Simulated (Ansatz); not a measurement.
# ClGaHN + NH₃: a complex and its separated parts

Aim: how far the complex at one end of a reaction step lies below its separated, relaxed parts, level by level.

Computed with Ansatz 0.2.0, Gaussian basis. Level: PBE0-D4/def2-TZVP structures, single points in def2-TZVPP, no counterpoise correction.

Levels: SPW92, PBE-D4, BLYP-D4, r2SCAN-D4, B97M-V, PBE0-D4, B3LYP-D4, r2SCAN0-D4, BHLYP-D4, CAM-B3LYP-D4, wB97X-V, wB97M-V, B2PLYP, PBE-QIDH, RPA on PBE, Hartree-Fock, MP2, CCSD, CCSD(T).

Cores are frozen in the correlated methods. Filled d shells of the heavier atoms are correlated. B3LYP uses VWN-RPA correlation. B2PLYP carries no dispersion term here.

56 further runs of the same task are left out: 56 set aside as unsound or not needed.

## 1. Starting geometry

The complex: 8 atoms, charge 0, spin multiplicity 1.

Atoms are counted from 1 here; the program's logs count them from 0.

Bond lengths: Ga1–N2 2.098 Å, Ga1–N3 1.738 Å, Ga1–Cl5 2.148 Å, N2–H4 1.019 Å, N2–H6 1.014 Å, N2–H7 1.014 Å, N3–H8 1.019 Å. Angles: N2–Ga1–N3 95.2°, N2–Ga1–Cl5 101.1°, N3–Ga1–Cl5 163.7°, Ga1–N2–H4 97.5°, Ga1–N2–H6 115.7°, Ga1–N2–H7 115.7°, H4–N2–H6 109.6°, H4–N2–H7 109.6°, H6–N2–H7 108.2°, Ga1–N3–H8 113.7°.

As a file:

```xyz
8
charge 0, multiplicity 1
Ga   -0.6987    0.2979    0.6375
N     0.9787    0.1172   -0.6090
N    -1.3510   -1.2666    0.2540
H     0.7788   -0.8158   -0.9666
Cl   -0.3891    2.2554    1.4648
H     1.0257    0.7732   -1.3802
H     1.8771    0.1155   -0.1398
H    -2.2215   -1.4770    0.7393
```

Its parts: ClGaHN holds atoms 1, 3, 5, 8; NH₃ holds atoms 2, 4, 6, 7. Each part counts its atoms afresh in its own runs.

## 2. Relaxing ClGaHN alone

Contents of relax-a/in.yaml:

```yaml
crystal:
  periodic: [false, false, false]
  atoms:
    - {symbol: Ga, position_ang: [-0.698675, 0.297943, 0.637505]}
    - {symbol: N, position_ang: [-1.351043, -1.266600, 0.254022]}
    - {symbol: Cl, position_ang: [-0.389084, 2.255368, 1.464796]}
    - {symbol: H, position_ang: [-2.221481, -1.476954, 0.739305]}
basis:
  gaussian: {orbitals: def2-TZVP}
hamiltonian: {xc: pbe0, dispersion: d4}
relax: {f_tol: 0.005, max_steps: 200}
```

Run with:

```sh
> ansatz run in.yaml --threads 4 --pin off --events-out ev --progress --plain --max-ram 9574MiB
```

The runs that follow: Relaxing NH₃ alone; SPW92/def2-TZVPP; PBE-D4/def2-TZVPP; BLYP-D4/def2-TZVPP; r2SCAN-D4/def2-TZVPP; B97M-V/def2-TZVPP; PBE0-D4/def2-TZVPP; B3LYP-D4/def2-TZVPP; r2SCAN0-D4/def2-TZVPP; BHLYP-D4/def2-TZVPP; CAM-B3LYP-D4/def2-TZVPP; wB97X-V/def2-TZVPP; wB97M-V/def2-TZVPP; B2PLYP/def2-TZVPP; PBE-QIDH/def2-TZVPP; RPA on PBE/def2-TZVPP; CCSD(T)/def2-TZVPP; Vibrations of ClGaHN; Vibrations of NH₃.

What does the calculation give? Wanted: complex less parts, CCSD(T)/def2-TZVPP; with zero-point energy; largest T1 diagnostic.

As calculated:

```
                              quantity      value
complex less parts, CCSD(T)/def2-TZVPP  -1.185 eV
                with zero-point energy  -1.034 eV
                 largest T1 diagnostic      0.020
```

What this shows: At CCSD(T) the complex lies 1.185 eV below its parts. Among the functionals wB97M-V lands nearest to CCSD(T) (-0.026 eV) and SPW92 farthest (-0.254 eV). Mean unsigned error by rung: LDA 0.254, GGA 0.098, meta-GGA 0.048, hybrid 0.066, range-separated hybrid 0.033, double hybrid 0.084 eV. PBE-D4 gives a relative energy 0.050 eV too high, outside chemical accuracy (1 kcal/mol, 0.043 eV). No counterpoise was applied, and triple zeta lacks some correlation, so the CCSD(T) reference has a basis error of its own, and close matches with it are partly luck. The restricted Hartree–Fock reference is unstable towards an unrestricted one at one or more of these structures.
